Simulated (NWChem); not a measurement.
# triplet C2H5Br: levels of theory compared

Wanted: a comparison of 4 runs (UHF/STO-3G, UHF/3-21G, UB3LYP/6-31G*) of triplet C2H5Br. 

Program for the calculation: NWChem 7.3.0.

20 further runs of the same task are left out: 20 set aside as unsound or not needed.

## (1) Starting point

C2H5Br: 8 atoms, total charge 0, spin state triplet. SMILES of the parent species: `CCBr`. The coordinates come from a PBE0-D4/def2-TZVP relaxation. That shape belongs to the parent species and isn't relaxed for this state.

Bond lengths: C1–C2 1.506 Å, C2–Br3 1.950 Å, C1–H4 1.095 Å, C1–H5 1.091 Å, C1–H6 1.091 Å, C2–H7 1.088 Å, C2–H8 1.088 Å. Some angles: C1–C2–Br3 111.6°, C1–C2–H7 112.5°, C1–C2–H8 112.5°, Br3–C2–H7 105.3°, Br3–C2–H8 105.3°, C2–C1–H4 109.4°, C2–C1–H5 111.3°, C2–C1–H6 111.3°, H7–C2–H8 109.2°, H4–C1–H5 108.3°.

## (2) A single-point energy at UHF/STO-3G (run 1)

Input file c2h5br.nw:

```
start c2h5br
memory total 2200 mb

geometry units angstroms noautosym nocenter noautoz
  C       -0.429100       0.590100      -0.328800
  C        0.243000      -0.639200       0.222500
  Br       1.994500      -0.223400       0.972400
  H       -1.406200       0.316400      -0.739300
  H        0.162900       1.040400      -1.126700
  H       -0.582800       1.339300       0.449000
  H        0.428800      -1.390300      -0.542500
  H       -0.318900      -1.090600       1.037600
end

basis "ao basis" spherical bse
  * library STO-3G
end

scf
  nopen 2
  uhf
  thresh 1e-08
  maxiter 80
  print low
end

task scf energy
```

The run is started by

```
$ nwchem c2h5br.nw > c2h5br.out
```

What it wrote:

```text
[...]
  functions       =    33
[...]
  wavefunction    = UHF
[...]
         Total SCF energy =  -2622.142310830107
      One electron energy =  -3993.019837820134
      Two electron energy =   1206.286676485355
 Nuclear repulsion energy =    164.590850504673
                       Sz =      1.0000
                 Sz(Sz+1) =      2.0000
                      S^2 =      2.0072
[...]
```

It took 12 s on 1 thread of AMD EPYC 9R45 (Zen 5), shared host; peak memory 0.1 GiB.

## (3) A single-point energy at UHF/3-21G (run 2)

Input file calc.nw:

```
echo
start calc
title "C2H5Br"
memory total 2200 mb

geometry units angstroms noautosym nocenter noautoz
  C     -0.429100     0.590100    -0.328800
  C      0.243000    -0.639200     0.222500
  Br     1.994500    -0.223400     0.972400
  H     -1.406200     0.316400    -0.739300
  H      0.162900     1.040400    -1.126700
  H     -0.582800     1.339300     0.449000
  H      0.428800    -1.390300    -0.542500
  H     -0.318900    -1.090600     1.037600
end

basis spherical bse
  C library 3-21G
  Br library 3-21G
  H library 3-21G
end

scf
  nopen 2
  uhf
  thresh 1e-08
  maxiter 80
end

task scf energy
```

The run is started by

```
$ nwchem calc.nw > calc.out
```

What it wrote:

```text
[...]
  functions       =    50
[...]
  wavefunction    = UHF
[...]
         Total SCF energy =  -2638.053804246123
      One electron energy =  -4001.687647571712
      Two electron energy =   1199.042992820916
 Nuclear repulsion energy =    164.590850504673
                       Sz =      1.0000
                 Sz(Sz+1) =      2.0000
                      S^2 =      2.0085
[...]
```

Run time: 5.1 s. Hardware: 1 thread of AMD EPYC 9R45 (Zen 5), shared host; peak memory 0.099 GiB.

Run 3 isn't shown in full; the table further down has it.

## (4) A single-point energy at UB3LYP/6-31G(d) (Cartesian functions) (run 4)

Input file c2h5br.nw:

```
start c2h5br
memory 2200 mb

geometry units angstrom noautosym nocenter noautoz
C       -0.429100       0.590100      -0.328800
C        0.243000      -0.639200       0.222500
Br       1.994500      -0.223400       0.972400
H       -1.406200       0.316400      -0.739300
H        0.162900       1.040400      -1.126700
H       -0.582800       1.339300       0.449000
H        0.428800      -1.390300      -0.542500
H       -0.318900      -1.090600       1.037600
end

basis
* library 6-31G*
end

dft
xc b3lyp
mult 3
grid xfine
convergence energy 1e-08
iterations 100
mulliken
end

task dft
```

The run is started by

```
$ nwchem c2h5br.nw > c2h5br.out
```

What it wrote:

```text
[...]
          Wavefunction type:  spin polarized.
          No. of atoms     :     8
          No. of electrons :    52
[...]
          Charge           :     0
          Spin multiplicity:     3
[...]
          AO basis - number of functions:    75
[...]
              XC Information
              --------------
                         B3LYP Method XC Potential
                     Hartree-Fock (Exact) Exchange  0.200
                        Slater Exchange Functional  0.800 local
                    Becke 1988 Exchange Functional  0.720 non-local
              Lee-Yang-Parr Correlation Functional  0.810
                  VWN I RPA Correlation Functional  0.190 local
[...]
 d= 0,ls=0.0,diis     1  -2652.8514945120 -2.82D+03  8.63D-03  3.73D-01     2.6
[...]
 d= 0,ls=0.0,diis    11  -2652.8970973407 -3.83D-09  2.89D-07  4.00D-10    24.3
[...]
         Total DFT energy =    -2652.897097340679
      One electron energy =    -4013.453519325507
           Coulomb energy =     1300.006571813729
    Exchange-Corr. energy =     -104.041000333574
 Nuclear repulsion energy =      164.590850504673
[...]
      Total Density - Mulliken Population Analysis
     ---------------------------------------------
    Atom       Charge   Shell Charges
 -----------   ------   -------------------------------------------------------
    1 C    6     6.43   1.99  0.68  2.13  0.62  0.98  0.03
    2 C    6     6.45   1.99  0.69  2.07  0.64  1.03  0.02
    3 Br  35    34.90   2.00  1.99  6.00  1.93  5.98  1.68  3.57  0.32  1.29  7.02  2.95  0.17
    4 H    1     0.85   0.53  0.32
    5 H    1     0.85   0.53  0.33
    6 H    1     0.85   0.53  0.33
    7 H    1     0.83   0.52  0.32
    8 H    1     0.83   0.52  0.32
[...]
      <S2> =      2.0033 (Exact =     2.0000)
[...]
```

Wall time 25 s (1 thread of AMD EPYC 9R45 (Zen 5), shared host); peak memory 0.14 GiB.

## (5) All runs side by side

```tsv
run	level	iteration cap	module	energy (Eh)	⟨S²⟩	wall time
1	UHF/STO-3G	80	scf	-2622.142311	2.007	12 s
2	UHF/3-21G	80	scf	-2638.053804	2.009	5.1 s
3	UB3LYP/6-31G* (spherical functions)	100	dft	-2652.886839	2.003	23 s
4	UB3LYP/6-31G* (Cartesian functions)	100	dft	-2652.897097	2.003	25 s
```

## (6) What came out

| quantity | value |
| --- | --- |
| run 4: total energy | -2652.89710 Eh |
| run 4: dipole moment | 0.95 D |
| run 4: HOMO energy (highest over α and β) | -1.96 eV |
| run 4: ⟨S²⟩ | 2.003 |

What this shows: Over runs 2, 3, 4 the dipole moment (its size) runs from 0.33 D (UHF/3-21G) to 0.95 D (UB3LYP/6-31G*). The two ends differ in method and basis. The two dipoles point in opposite directions. In run 1 the basis is minimal, so the values are rough. All runs together took 65 s, the longest 25 s.
